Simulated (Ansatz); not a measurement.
I need a rigid scan of one bond length of BBrClH, SMILES ClBBr. Use Ansatz 0.2.0, Python API. Level of theory (for the species named): r2scan0, def2-SVP basis, multiplicity 1.

```xyz
4

Cl   -1.6433   -0.6227    0.1981
B    -0.0272    0.1427   -0.1144
Br    1.5586   -0.6831    0.7098
H     0.1673    1.1029   -0.8138
```

`scan.py`
```python
import ansatz as az
import numpy as np

GEOMETRY = """
Cl   -1.64330   -0.62270    0.19810
B    -0.02720    0.14270   -0.11440
Br    1.55860   -0.68310    0.70980
H     0.16730    1.10290   -0.81380
"""

geometry = az.Crystal.molecule()
for line in GEOMETRY.strip().splitlines():
    symbol, *xyz = line.split()
    geometry = geometry.atom(symbol, [float(v) for v in xyz])

symbols = [site.symbol for site in geometry.cartesian_sites]
start = np.array([site.position_ang for site in geometry.cartesian_sites])
axis = (start[0] - start[1]) / np.linalg.norm(start[0] - start[1])
moving = [0]
lengths, energies = [1.597, 1.67, 1.743, 1.815, 1.888, 1.961, 2.033, 2.142], []
for length in lengths:
    xyz = start.copy()
    xyz[moving] += (length - np.linalg.norm(start[0] - start[1])) * axis
    point = az.Crystal.molecule()
    for symbol, place in zip(symbols, xyz):
        point = point.atom(symbol, place.tolist())
    job = point.calculation().basis(gaussian="def2-SVP").functional("R2SCAN0")
    report = job.run(threads=1).report
    energies.append(report["free_energy_ev"])
    print(f"r = {length:6.3f} A  E = {energies[-1]:.5f} eV  <S^2> = {abs(report['mean_field']['state']['spin_squared']):.3f}")

fit = np.polynomial.Polynomial.fit(lengths, np.array(energies) - min(energies), 4).convert()
roots = [r.real for r in fit.deriv().roots() if abs(r.imag) < 1e-9 and fit.deriv(2)(r.real) > 0]
r_e = min(roots, key=lambda r: abs(r - lengths[int(np.argmin(energies))]))
print(f"minimum of the fit at {r_e:.4f} A, force constant {fit.deriv(2)(r_e):.2f} eV/A^2")
```

`python scan.py` gives:
```text
r =  1.597 A  E = -83248.48346 eV  <S^2> = 0.000
r =  1.670 A  E = -83248.70921 eV  <S^2> = 0.000
r =  1.743 A  E = -83248.74931 eV  <S^2> = 0.000
r =  1.815 A  E = -83248.66198 eV  <S^2> = 0.000
r =  1.888 A  E = -83248.48524 eV  <S^2> = 0.000
r =  1.961 A  E = -83248.24920 eV  <S^2> = 0.000
r =  2.033 A  E = -83247.97921 eV  <S^2> = 0.000
r =  2.142 A  E = -83247.53215 eV  <S^2> = 0.000
minimum of the fit at 1.7261 A, force constant 26.53 eV/A^2
```

Notes:
- Total energies depend on the basis set; only differences at equal settings carry meaning.
- The rest of the molecule is held rigid at a force-field or estimated start geometry, and the basis set is modest; single-reference methods fail as a bond breaks.
- The orbitals are restricted, so S² is zero by construction.
- It ran for 26 s on 1 thread of Arm Neoverse V1, with other jobs on the host, peak memory 0.21 GiB.
